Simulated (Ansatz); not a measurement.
# Al30Si: the cost of one run

All numbers below are computed with Ansatz 0.2.0 (DFT PBE+D3(BJ), plane waves, PAW, scalar-relativistic, no spin polarisation).

## Step 1: The structure to begin with

The cell holds 31 atoms (Al30Si): a = 8.100 Å, b = 8.100 Å, c = 8.100 Å, α = 90.00°, β = 90.00°, γ = 90.00°.

The coordinates stand in the first input below.

## Step 2: End point A

input.yaml

```yaml
crystal:
  lattice:
    - [8.1, 0.0, 0.0]
    - [0.0, 8.1, 0.0]
    - [0.0, 0.0, 8.1]
  atoms:
    - { symbol: Si, position: [0.5001399, 0.0019473, -0.0066753] }
    - { symbol: Al, position: [0.7489979, 0.2519294, 0.0050816] }
    - { symbol: Al, position: [0.7536728, -0.003767, 0.2593452] }
    - { symbol: Al, position: [-0.0014963, -0.0019462, -0.0019941] }
    - { symbol: Al, position: [0.2451815, 0.2479097, -0.0032867] }
    - { symbol: Al, position: [0.4974741, 0.4966434, -0.0018516] }
    - { symbol: Al, position: [0.7515105, 0.7465951, -0.0051081] }
    - { symbol: Al, position: [0.2510742, -0.0010708, 0.2514936] }
    - { symbol: Al, position: [0.495817, 0.2486661, 0.2461363] }
    - { symbol: Al, position: [0.7443511, 0.4972795, 0.2485734] }
    - { symbol: Al, position: [0.5000833, -0.0052026, 0.5016492] }
    - { symbol: Al, position: [0.7527747, 0.2501598, 0.4974978] }
    - { symbol: Al, position: [-0.0039847, 0.5024779, -0.0038822] }
    - { symbol: Al, position: [0.2535907, 0.7425415, -0.0078066] }
    - { symbol: Al, position: [0.0005496, 0.2445598, 0.2525668] }
    - { symbol: Al, position: [0.2474826, 0.4972222, 0.2501582] }
    - { symbol: Al, position: [0.5029174, 0.75205, 0.2484556] }
    - { symbol: Al, position: [-0.0020465, 0.0020165, 0.4964303] }
    - { symbol: Al, position: [0.2458453, 0.2460184, 0.5107674] }
    - { symbol: Al, position: [0.5045904, 0.5011994, 0.4983009] }
    - { symbol: Al, position: [0.7514364, 0.7438327, 0.4987029] }
    - { symbol: Al, position: [0.2528694, 0.0003842, 0.7456012] }
    - { symbol: Al, position: [0.4994686, 0.2490255, 0.7546272] }
    - { symbol: Al, position: [0.7527207, 0.500399, 0.7576141] }
    - { symbol: Al, position: [-0.0018055, 0.7541416, 0.2517096] }
    - { symbol: Al, position: [-0.0002631, 0.4983268, 0.5019635] }
    - { symbol: Al, position: [0.2554926, 0.7443828, 0.5005073] }
    - { symbol: Al, position: [0.0034317, 0.2473576, 0.7475956] }
    - { symbol: Al, position: [0.2552058, 0.4993376, 0.7488274] }
    - { symbol: Al, position: [0.5017282, 0.7512731, 0.7522831] }
    - { symbol: Al, position: [0.0023043, 0.7554085, 0.75166] }
basis:
  ecutwfc: 420.0
kpoints:
  mp_grid: { grid: [3, 3, 3] }
hamiltonian:
  xc: pbe
  dispersion: d3bj
  pseudopotentials: { kind: paw, azcp: { folder: soft_1 } }
scf:
  occupations: { method: gaussian, width: 0.1 }
  lower_state_search: "off"
relax:
  f_tol: 0.03
  max_steps: 60
  adjacent_minimum: "off"
output:
  write_density: true
  write_potential: true
  elf: true
  volumetric_format: npy
```

Run with:

```bash
> ansatz run input.yaml --threads 4 --pin off --max-ram 10240MiB --backend cpu --events-out ev --progress --plain --runs-dir out
```

What time and memory should one allow on 4 threads of AMD EPYC 7R43 (Zen 3), shared host?

About 52 s, with a peak of 1.5 GiB.
